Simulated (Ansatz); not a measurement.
# CH5AlOSi: up Jacob's ladder to CCSD(T)

How much do the methods differ for CH5AlOSi? The plan is to run it at one geometry with functionals of several rungs and with coupled cluster, and see how far each lands from CCSD(T) at the basis-set limit for the atomisation energy.

Computed with Ansatz 0.2.0, Gaussian basis. Level: functionals in def2-TZVPP, the program's frozen cores in correlated methods.

Plan: LDA (SPW92), PBE-D4, revPBE-D4, BLYP-D4, r2SCAN-D4, B97M-V, PBE0-D4, B3LYP-D4, r2SCANh-D4, r2SCAN0-D4, HSE06-D4, BHLYP-D4, CAM-B3LYP-D4, LC-ωPBE, ωB97X-V, ωB97M-V, B2PLYP, PBE-QIDH; CCSD(T)/def2-SVP; CCSD(T)/def2-TZVPP; MP2/def2-QZVPP; extrapolation to the limit; RPA on PBE.

### Step 1. The relaxed structure

An earlier PBE0-D4 in a triple-zeta def2 set relaxation fixed the geometry.

SMILES `O[SiH]1[CH2][AlH]1`, 9 atoms, charge 0, spin multiplicity 1.

Atoms are counted from 1 here; the program's logs count them from 0.

Bond lengths: O1–Si2 1.653 Å, O1–H5 0.958 Å, Si2–C3 1.873 Å, Si2–Al4 2.332 Å, Si2–H6 1.493 Å, C3–Al4 1.971 Å, C3–H7 1.088 Å, C3–H8 1.106 Å, Al4–H9 1.585 Å. Angles: Si2–O1–H5 117.0°, O1–Si2–C3 117.2°, O1–Si2–Al4 134.1°, O1–Si2–H6 110.9°, C3–Si2–Al4 54.6°, C3–Si2–H6 110.3°, Al4–Si2–H6 113.8°, Si2–C3–Al4 74.7°, Si2–C3–H7 123.8°, Si2–C3–H8 109.5°, Al4–C3–H7 137.5°, Al4–C3–H8 97.0°, H7–C3–H8 108.8°, Si2–Al4–C3 50.7°, Si2–Al4–H9 171.6°, C3–Al4–H9 137.6°.

### Step 2. LDA

This LDA is Slater exchange with PW92 correlation.

The input, in.yaml:

```yaml
crystal:
  periodic: [false, false, false]
  atoms:
    - {symbol: O, position_ang: [-0.295680, 0.694420, -2.040651]}
    - {symbol: Si, position_ang: [0.085057, 0.739541, -0.432910]}
    - {symbol: C, position_ang: [0.687407, -0.851047, 0.350464]}
    - {symbol: Al, position_ang: [-0.816351, -0.252362, 1.475525]}
    - {symbol: H, position_ang: [-0.927785, 1.341757, -2.356924]}
    - {symbol: H, position_ang: [1.036194, 1.852269, -0.141540]}
    - {symbol: H, position_ang: [1.738241, -1.101584, 0.482706]}
    - {symbol: H, position_ang: [0.171301, -1.710704, -0.117146]}
    - {symbol: H, position_ang: [-1.589885, -0.758688, 2.763476]}
basis:
  gaussian: {orbitals: def2-TZVPP}
hamiltonian: {xc: lda}
output: {orbitals: {seedname: orbitals}}
```

Started as:

```
$ ansatz run in.yaml --threads 2 --pin off --events-out ev --progress --plain --max-ram 4352MiB
```

The runs that follow: PBE-D4 (GGA); revPBE-D4 (GGA); BLYP-D4 (GGA); r2SCAN-D4 (meta-GGA); B97M-V (meta-GGA); PBE0-D4 (hybrid); B3LYP-D4 (hybrid); r2SCANh-D4 (hybrid); r2SCAN0-D4 (hybrid); HSE06-D4 (hybrid); BHLYP-D4 (hybrid); CAM-B3LYP-D4 (range-separated); LC-ωPBE (range-separated); ωB97X-V (range-separated); ωB97M-V (range-separated); B2PLYP (double hybrid); PBE-QIDH (double hybrid); CCSD(T) in def2-SVP; CCSD(T) in def2-TZVPP; MP2 in def2-QZVPP; RPA on PBE orbitals.

Q: Predict the results of all the runs planned. Wanted: atomisation energy, CCSD(T)/CBS; farthest beyond LDA; mean size of error, GGA; mean size of error, meta-GGA; mean size of error, hybrid; mean size of error, range-separated; mean size of error, double hybrid; gap, smallest and largest; T1 diagnostic.

The runs gave:

| quantity | value |
| --- | --- |
| atomisation energy, CCSD(T)/CBS | 711.4 kcal/mol |
| functionals within 3.6 kcal/mol (0.5 %) | r2SCAN-D4, r2SCANh-D4, CAM-B3LYP-D4, ωB97X-V, ωB97M-V |
| farthest beyond LDA | BHLYP-D4 (-25.0 kcal/mol) |
| mean size of error, GGA | 8.7 kcal/mol |
| mean size of error, meta-GGA | 4.3 kcal/mol |
| mean size of error, hybrid | 9.1 kcal/mol |
| mean size of error, range-separated | 2.5 kcal/mol |
| mean size of error, double hybrid | 10.6 kcal/mol |
| gap, smallest and largest | 2.26 eV (LDA (SPW92)), 8.58 eV (LC-ωPBE) |
| T1 diagnostic | 0.0129 |
| triples share of the correlation energy | 3.9 % |

In words: LDA overbinds by 97.5 kcal/mol (14 %). PBE-D4 is off by +5.6 kcal/mol. Double hybrids carry the basis error of their MP2 part in triple zeta, and no dispersion term here, so their miss is partly the set-up's. Taken by rung, range-separated functionals do best (2.5 kcal/mol on average) and double hybrid ones worst beyond LDA (10.6 kcal/mol). The reference freezes the cores and leaves out relativity and excitations past (T), so misses under about 3.6 kcal/mol can't be ranked. Hartree-Fock recovers 71 % of the binding; the rest is correlation. CCSD(T) in def2-SVP is off by -55.0 kcal/mol, more than most functionals: a good method in a small basis is no reference. The gap grows from 2.3 to 8.6 eV across the functionals, mostly with the share of exact exchange.
